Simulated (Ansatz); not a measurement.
Runs of Ansatz 0.2.0 on AlSn. Symmetry: P-6m2, No. 187, hexagonal system. Conventional cell: a = 4.198 Å, b = 4.198 Å, c = 3.307 Å, α = 90.00°, β = 90.00°, γ = 120.00°. Sn (site symmetry -6m2) is surrounded by 6 Al at 2.93 Å and 2 Sn at 3.31 Å. Around Al (site symmetry -6m2) lie 6 Sn at 2.93 Å and 2 Al at 3.31 Å. The cell comes from a database or a generator and needn't be the stable form of this composition.

```csv
task,level,spin,cell,k mesh,cutoff (eV),points for each segment of the path,gap on the mesh (eV),pressure (GPa),relaxed volume (Å³/atom)
relaxation of cell and atoms,RPBE,off,relaxed,7 × 7 × 8,420,-,none,0.0,26.01
relaxation of cell and atoms,BLYP,off,relaxed,7 × 7 × 8,420,-,none,0.0,27.47
band structure,BLYP,off,as given,7 × 7 × 8,420,14,none,3.7,-
band structure,revPBE,off,as given,7 × 7 × 8,420,14,none,1.2,-
relaxation of cell and atoms,revPBE,off,relaxed,7 × 7 × 8,420,-,none,0.0,25.83
band structure,PBEsol,"SOC, no magnetisation",as given,5 × 5 × 6,420,14,none,(c),-
band structure,r2SCAN,off,as given,7 × 7 × 8,500,14,none,(b),-
band structure,RPBE,off,as given,7 × 7 × 8,420,14,none,(a),-
```

Alike in all rows: potentials or basis Ansatz PAW; smearing fermi-dirac 0.05 eV.

Task: Estimate the missing entries.

Result: (a) 1.5; (b) -1.1; (c) -2.1.

Caveats: the PAW data sets come from PBE, with cores solved anew for the run's functional, which leaves a small shift of forces and pressure; spin-orbit coupling is left out, which moves the levels of the heavy elements (some runs); the plane-wave basis is chosen anew once the cell has moved, so the energies of steps on either side of that aren't comparable (some runs).

A k mesh can miss the band edges, and rows without SOC leave out spin-orbit coupling on Sn.

A gap of «none» marks a metal or a gap under the smearing width.

Runs at the PBE level aren't shown here.
